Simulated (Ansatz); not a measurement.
# BrHOSi: up Jacob's ladder to CCSD(T)

An exercise on one series of results from a longer session: the logs are not shown, and one member is left open.

Program: Ansatz 0.2.0, Gaussian basis. Level of theory: functionals in def2-TZVPP, the program's frozen cores in correlated methods. These are calculated values, not measurements.

Plan: LDA (SPW92), PBE-D4, revPBE-D4, BLYP-D4, r2SCAN-D4, B97M-V, PBE0-D4, B3LYP-D4, r2SCANh-D4, r2SCAN0-D4, HSE06-D4, BHLYP-D4, CAM-B3LYP-D4, LC-ωPBE, ωB97X-V, ωB97M-V, B2PLYP, PBE-QIDH; CCSD(T)/def2-SVP; CCSD(T)/def2-TZVPP; MP2/def2-QZVPP; extrapolation to the limit; RPA on PBE.

### The relaxed structure

All runs share one geometry, relaxed beforehand with PBE0-D4 in a triple-zeta def2 set.

SMILES `O[Si]Br`, 4 atoms, charge 0, spin multiplicity 1.

Atoms are counted from 1 here; the program's logs count them from 0.

Bond lengths: O1–Si2 1.635 Å, O1–H4 0.963 Å, Si2–Br3 2.289 Å. Angles: Si2–O1–H4 120.7°, O1–Si2–Br3 101.2°.

Set-up of the first run:

Contents of in.yaml:

```yaml
crystal:
  periodic: [false, false, false]
  atoms:
    - {symbol: O, position_ang: [-0.885206, 0.465063, -0.454500]}
    - {symbol: Si, position_ang: [-0.590515, -0.799573, 0.539768]}
    - {symbol: Br, position_ang: [1.692581, -0.725172, 0.691617]}
    - {symbol: H, position_ang: [-0.161361, 0.999382, -0.797184]}
basis:
  gaussian: {orbitals: def2-TZVPP}
hamiltonian: {xc: lda}
output: {orbitals: {seedname: orbitals}}
```

Among the steps run: LDA; PBE-D4 (GGA); revPBE-D4 (GGA); BLYP-D4 (GGA); r2SCAN-D4 (meta-GGA); B97M-V (meta-GGA); PBE0-D4 (hybrid); B3LYP-D4 (hybrid); r2SCANh-D4 (hybrid); r2SCAN0-D4 (hybrid); HSE06-D4 (hybrid); BHLYP-D4 (hybrid); CAM-B3LYP-D4 (range-separated); LC-ωPBE-D4 (range-separated; the results give it without D4); ωB97X-V (range-separated); ωB97M-V (range-separated); B2PLYP (double hybrid); PBE-QIDH (double hybrid).

One table of the session follows, with a row left open; its other results are not shown here.

It belongs to the step «Orbital energies across the functionals». 

| functional | HOMO (eV) | LUMO (eV) | gap (eV) |
| --- | --- | --- | --- |
| LDA (SPW92) | -6.59 | -3.13 | 3.46 |
| PBE-D4 | -6.46 | -2.95 | 3.51 |
| revPBE-D4 | -6.41 | -2.89 | 3.53 |
| BLYP-D4 | -6.33 | -2.80 | 3.53 |
| r2SCAN-D4 | -6.68 | -2.88 | 3.80 |
| B97M-V | ? | ? | ? |
| PBE0-D4 | -7.54 | -2.17 | 5.37 |
| B3LYP-D4 | -7.35 | -2.34 | 5.01 |
| r2SCANh-D4 | -7.08 | -2.58 | 4.50 |
| r2SCAN0-D4 | -7.68 | -2.12 | 5.55 |
| HSE06-D4 | -7.15 | -2.55 | 4.60 |
| BHLYP-D4 | -8.50 | -1.26 | 7.24 |
| CAM-B3LYP-D4 | -8.80 | -1.07 | 7.73 |
| LC-ωPBE | -10.06 | -0.01 | 10.05 |
| ωB97X-V | -9.74 | -0.07 | 9.67 |
| ωB97M-V | -9.59 | -0.16 | 9.44 |

Q: Estimate the row for B97M-V from the others.

**Answer.** HOMO (eV): -6.74; LUMO (eV): -2.80; gap (eV): 3.94. In the column «HOMO (eV)» it lies between r2SCANh-D4 (-7.08) and r2SCAN-D4 (-6.68).
